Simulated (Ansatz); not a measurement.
**CH₆OSn (built from SMILES [CH3][SnH2][OH]): a barrier at many levels of theory**

How high is the barrier of this step (O2–H4 formed, Sn1–O2 broken, C3–H4 broken), and how far do cheaper methods land from CCSD(T)?

Program: Ansatz 0.2.0, Gaussian basis. Level of theory: single points in def2-TZVPP on PBE0-D4/def2-TZVP structures. These are calculated values, not measurements.

Levels: SPW92, PBE-D4, BLYP-D4, r2SCAN-D4, B97M-V, PBE0-D4, B3LYP-D4, r2SCAN0-D4, BHLYP-D4, CAM-B3LYP-D4, wB97X-V, wB97M-V, B2PLYP, PBE-QIDH, RPA on PBE, Hartree-Fock, MP2, CCSD, CCSD(T). The reference is CCSD(T) at the basis limit, from triple and quadruple zeta. Zero-point energies come from PBE0-D4 vibrations.

Cores are frozen in the correlated methods. Filled d shells of the heavier atoms are correlated. Core potentials replace the inner electrons past krypton, and spin-orbit coupling is left out. B3LYP uses VWN-RPA correlation. B2PLYP carries no dispersion term here.

44 further runs of the same task are left out: 2 that didn't finish, 42 set aside as unsound or not needed.

## Step 1: Start, saddle and end, as given

Charge 0, multiplicity 1. The folders r, ts and p hold the start, the saddle and the end; their coordinates stand in the first inputs.

| pair | r (Å) | ts (Å) | p (Å) |
| --- | --- | --- | --- |
| O2–H4 | 3.332 | 1.088 | 0.977 |
| Sn1–O2 | 1.974 | 2.253 | 2.573 |
| C3–H4 | 1.090 | 1.699 | 2.425 |

## Step 2: SPW92/def2-TZVPP

The input, r/in.yaml:

```yaml
crystal:
  periodic: [false, false, false]
  atoms:
    - {symbol: Sn, position_ang: [-0.040849, 0.330719, 0.697691]}
    - {symbol: O, position_ang: [1.825094, 0.761055, 0.217025]}
    - {symbol: C, position_ang: [-0.712488, -0.750937, -1.001628]}
    - {symbol: H, position_ang: [-0.599183, -0.128827, -1.889258]}
    - {symbol: H, position_ang: [-0.877834, 1.805023, 0.952952]}
    - {symbol: H, position_ang: [-0.017195, -0.594049, 2.141136]}
    - {symbol: H, position_ang: [2.292184, 1.259973, 0.889830]}
    - {symbol: H, position_ang: [-1.760154, -1.031599, -0.890586]}
    - {symbol: H, position_ang: [-0.109576, -1.651359, -1.117159]}
basis:
  gaussian: {orbitals: def2-TZVPP}
hamiltonian: {xc: lda}
```

The input, ts/in.yaml:

```yaml
crystal:
  periodic: [false, false, false]
  atoms:
    - {symbol: Sn, position_ang: [-0.523307, 0.126579, 0.921740]}
    - {symbol: O, position_ang: [1.229777, 0.928284, -0.244854]}
    - {symbol: C, position_ang: [-0.658357, -0.748600, -0.920531]}
    - {symbol: H, position_ang: [0.739364, 0.217776, -0.907171]}
    - {symbol: H, position_ang: [-1.192184, 1.626834, 1.379613]}
    - {symbol: H, position_ang: [0.339217, -0.549643, 2.236700]}
    - {symbol: H, position_ang: [2.139984, 0.674682, -0.054967]}
    - {symbol: H, position_ang: [-1.523541, -0.442674, -1.507880]}
    - {symbol: H, position_ang: [-0.550953, -1.833237, -0.902651]}
basis:
  gaussian: {orbitals: def2-TZVPP}
hamiltonian: {xc: lda}
```

The input, p/in.yaml:

```yaml
crystal:
  periodic: [false, false, false]
  atoms:
    - {symbol: Sn, position_ang: [-0.647745, 0.034134, 0.912329]}
    - {symbol: O, position_ang: [1.420287, 1.060688, -0.222562]}
    - {symbol: C, position_ang: [-0.915494, -0.876387, -0.819769]}
    - {symbol: H, position_ang: [1.091806, 0.478594, -0.934729]}
    - {symbol: H, position_ang: [-1.209098, 1.593055, 1.285934]}
    - {symbol: H, position_ang: [0.331069, -0.597526, 2.156235]}
    - {symbol: H, position_ang: [2.307120, 0.757240, -0.001789]}
    - {symbol: H, position_ang: [-1.691768, -0.515875, -1.485235]}
    - {symbol: H, position_ang: [-0.686178, -1.933924, -0.890412]}
basis:
  gaussian: {orbitals: def2-TZVPP}
hamiltonian: {xc: lda}
```

Each run has its own folder and the same command.

The run is started by

```console
$ ansatz run in.yaml --threads 4 --pin off --events-out ev --progress --plain --max-ram 9574MiB
```

After this run come: PBE-D4/def2-TZVPP; BLYP-D4/def2-TZVPP; r2SCAN-D4/def2-TZVPP; B97M-V/def2-TZVPP; PBE0-D4/def2-TZVPP; B3LYP-D4/def2-TZVPP; r2SCAN0-D4/def2-TZVPP; BHLYP-D4/def2-TZVPP; CAM-B3LYP-D4/def2-TZVPP; wB97X-V/def2-TZVPP; wB97M-V/def2-TZVPP; B2PLYP/def2-TZVPP; PBE-QIDH/def2-TZVPP; RPA on PBE/def2-TZVPP; CCSD(T)/def2-TZVPP; MP2/def2-QZVPP; SPW92/def2-SVP; PBE-D4/def2-SVP; PBE0-D4/def2-SVP; wB97M-V/def2-SVP; CCSD(T)/def2-SVP; Vibrations of the start structure; Vibrations of the end structure.

Q: Predict the outcome of this session. Wanted: barrier, CCSD(T)/CBS; reverse barrier, CCSD(T)/CBS; step energy, CCSD(T)/CBS; barrier with zero-point energy; step energy with zero-point energy; imaginary mode at the saddle; largest T1 diagnostic.

**Answer**, as computed:

```
                          quantity           value
              barrier, CCSD(T)/CBS   56.8 kcal/mol
      reverse barrier, CCSD(T)/CBS    3.9 kcal/mol
          step energy, CCSD(T)/CBS  +52.8 kcal/mol
    barrier with zero-point energy   54.3 kcal/mol
step energy with zero-point energy  +51.9 kcal/mol
      imaginary mode at the saddle       523i cm⁻¹
             largest T1 diagnostic           0.017
```

What this shows: Among the functionals r2SCAN0-D4 lands nearest to CCSD(T)/CBS (+0.1 kcal/mol) and SPW92 farthest (-11.5 kcal/mol). By rung, the mean size of the error is: LDA 11.5, GGA 6.5, meta-GGA 1.6, hybrid 2.0, range-separated hybrid 1.4, double hybrid 0.8 kcal/mol. PBE-D4 gives a barrier 7.3 kcal/mol too low, outside chemical accuracy (1 kcal/mol). The barrier rises with the share of exact exchange, from BLYP-D4 through B3LYP-D4 to BHLYP-D4 (-5.7, -1.6, +4.1 kcal/mol). Hartree-Fock, with no correlation, is off by +13.6 kcal/mol. Zero-point motion lowers the barrier by 2.5 kcal/mol. The restricted Hartree–Fock reference is unstable towards an unrestricted one at one or more of these structures.
